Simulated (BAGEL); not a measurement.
# HF/6-31G(d) (density fitting with qzvpp-jkfit, spherical functions) run of C2H5NSi (SMILES C[SiH2]C#N)

What is the electronic atomisation energy of C2H5NSi at HF/6-31G* (density fitting with qzvpp-jkfit, spherical functions)? 

Program for the calculation: BAGEL 1.2.2.

25 further runs of the same task are left out: 7 that didn't finish, 18 set aside as unsound or not needed.

## 1. Starting point

C2H5NSi: 9 atoms, total charge 0, spin state singlet. SMILES: `C[SiH2]C#N`. The coordinates come from a PBE0-D4/def2-TZVP relaxation.

Bond lengths: C1–Si2 1.859 Å, Si2–C3 1.855 Å, C3–N4 1.152 Å, C1–H5 1.092 Å, C1–H6 1.092 Å, C1–H7 1.092 Å, Si2–H8 1.482 Å, Si2–H9 1.482 Å. Some angles: C1–Si2–C3 108.8°, Si2–C3–N4 178.8°, C1–Si2–H8 112.7°, C1–Si2–H9 112.7°, C3–Si2–H8 106.1°, C3–Si2–H9 106.1°, Si2–C1–H5 110.7°, Si2–C1–H6 110.7°, Si2–C1–H7 110.1°, H8–Si2–H9 110.0°.

## 2. The energy at HF/6-31G(d) (density fitting with qzvpp-jkfit, spherical functions)

The input, input.json:

```json
{ "bagel": [

{
  "title": "molecule",
  "basis": "6-31gs.json",
  "df_basis": "qzvpp-jkfit",
  "angstrom": "true",
  "geometry": [
    { "atom": "C", "xyz": [      -0.672000,       0.931100,      -0.497500 ] },
    { "atom": "Si", "xyz": [      -0.146800,      -0.554600,       0.488300 ] },
    { "atom": "C", "xyz": [       1.638300,      -0.910100,       0.129800 ] },
    { "atom": "N", "xyz": [       2.747300,      -1.112400,      -0.107600 ] },
    { "atom": "H", "xyz": [      -0.554100,       0.746100,      -1.566800 ] },
    { "atom": "H", "xyz": [      -0.072800,       1.803400,      -0.229800 ] },
    { "atom": "H", "xyz": [      -1.721900,       1.160400,      -0.300900 ] },
    { "atom": "H", "xyz": [      -0.893300,      -1.779400,       0.117000 ] },
    { "atom": "H", "xyz": [      -0.236400,      -0.330800,       1.950300 ] }
  ]
},

{ "title": "hf" },

{ "title": "print", "file": "orbitals.molden", "orbitals": "true" }

]}
```

The basis set 6-31G* is read from a file made from the Basis Set Exchange's data (not shown).

Run with:

```console
$ BAGEL_NUM_THREADS=1 BAGEL input.json > input.out
```

The log of the run:

```text
* using 1 threads per process

  ===============================================================
  ===============================================================

  *** Geometry ***

  { "atom" : "C", "xyz" : [     -1.269896,      1.759524,     -0.940139 ] },
  { "atom" : "Si", "xyz" : [     -0.277412,     -1.048042,      0.922753 ] },
  { "atom" : "C", "xyz" : [      3.095938,     -1.719840,      0.245286 ] },
[... 5 lines of this table left out ...]
  { "atom" : "H", "xyz" : [     -0.446731,     -0.625121,      3.685533 ] },

  Number of auxiliary basis functions:      445

  Since a DF basis is specified, we compute 2- and 3-index integrals:
    o Being stored without compression. Storage requirement is 0.017 GB

  Number of basis functions:       70
  Number of electrons      :       38

    * METHOD: MOLECULE                             0.19

  *** RHF ***

  === Nuclear Repulsion ===
   138.0890289152

      * DIIS with orbital gradients will be used.

  === RHF iteration (6-31gs.json) ===
      0       -421.80263274          0.02366626           0.04
      1       -421.89882183          0.02027650           0.04
      2       -422.01847845          0.00250360           0.04
[... 10 lines of this table left out ...]
     13       -422.02168733          0.00000001           0.04
    * SCF iteration converged.

    * Permanent dipole moment:
           (    1.484221,    -0.539474,    -0.105197) a.u.

    * METHOD: HF                                   0.65

    * METHOD: PRINT                                0.01

  ===============================================================
```

Run time: 0.98 s. Hardware: 1 thread of Arm Neoverse V1, shared host; peak memory 0.094 GiB.

## 3. The C atom, same level

The input, hf.json:

```json
{ "bagel": [

{
  "title": "molecule",
  "basis": "6-31gs.json",
  "df_basis": "qzvpp-jkfit",
  "angstrom": true,
  "geometry": [
    { "atom": "C", "xyz": [    0.000000,    0.000000,    0.000000 ] }
  ]
},
{ "title": "uhf", "charge": 0, "nopen": 2 },
{ "title": "print", "file": "orbitals.molden", "orbitals": true }

]}
```

The basis set 6-31G* is read from a file made from the Basis Set Exchange's data (not shown).

Run the same way, it converges to -37.68057 Eh (log not shown).

## 4. The H atom

The input, input.json:

```json
{ "bagel": [

{
  "title": "molecule",
  "basis": "6-31gs.json",
  "df_basis": "qzvpp-jkfit",
  "angstrom": true,
  "geometry": [
    { "atom": "H", "xyz": [    0.000000,    0.000000,    0.000000 ] }
  ]
},
{
  "title": "uhf",
  "nopen": 1
},
{
  "title": "print",
  "file": "orbitals.molden",
  "orbitals": true
}

]}
```

The basis set 6-31G* is read from a file made from the Basis Set Exchange's data (not shown).

Run the same way, it converges to -0.49823 Eh (log not shown).

## 5. The N atom

The input, input.json:

```json
{ "bagel": [

{
  "title": "molecule",
  "basis": "6-31gs.json",
  "df_basis": "qzvpp-jkfit",
  "angstrom": true,
  "geometry": [
    { "atom": "N", "xyz": [    0.000000,    0.000000,    0.000000 ] }
  ]
},
{ "title": "uhf", "nopen": 3 },
{ "title": "print", "file": "orbitals.molden", "orbitals": true }

]}
```

The basis set 6-31G* is read from a file made from the Basis Set Exchange's data (not shown).

Run the same way, it converges to -54.38500 Eh (log not shown).

## 6. The Si atom, same level

The input, calc.json:

```json
{ "bagel" : [

{
  "title" : "molecule",
  "basis" : "6-31gs.json",
  "df_basis" : "qzvpp-jkfit",
  "angstrom" : "true",
  "geometry" : [
    { "atom" : "Si", "xyz" : [    0.000000,    0.000000,    0.000000 ] }
  ]
},
{
  "title" : "uhf",
  "nopen" : 2
},
{
  "title" : "print",
  "file" : "orbitals.molden",
  "orbitals" : "true"
}

]}
```

The basis set 6-31G* is read from a file made from the Basis Set Exchange's data (not shown).

Run the same way, it converges to -288.83102 Eh (log not shown).

## 7. Results

At HF/6-31G* (density fitting with qzvpp-jkfit, spherical functions):

| quantity | value |
| --- | --- |
| molecule: total energy | -422.02169 Eh |
| molecule: dipole moment | 4.02 D |
| molecule: HOMO energy | -12.48 eV |
| molecule: LUMO energy | 3.35 eV |
| molecule: HOMO–LUMO gap | 15.83 eV |
| C atom: total energy | -37.68057 Eh |
| C atom: dipole moment | 0.00 D |
| C atom: ⟨S²⟩ | 2.005 |
| H atom: total energy | -0.49823 Eh |
| H atom: dipole moment | 0.00 D |
| H atom: ⟨S²⟩ | 0.750 |
| N atom: total energy | -54.38500 Eh |
| N atom: dipole moment | 0.00 D |
| N atom: ⟨S²⟩ | 3.755 |
| Si atom: total energy | -288.83102 Eh |
| Si atom: dipole moment | 0.00 D |
| Si atom: ⟨S²⟩ | 2.006 |
| electronic atomisation energy | 25.942 eV |

**Reading.** Taking the molecule apart into free atoms costs 25.94 eV (2503 kJ/mol), before zero-point energy and without spin-orbit coupling. Hartree–Fock lacks the correlation of the bonding pairs, which as a rule makes this value much too low; in minimal bases other errors can mask that.
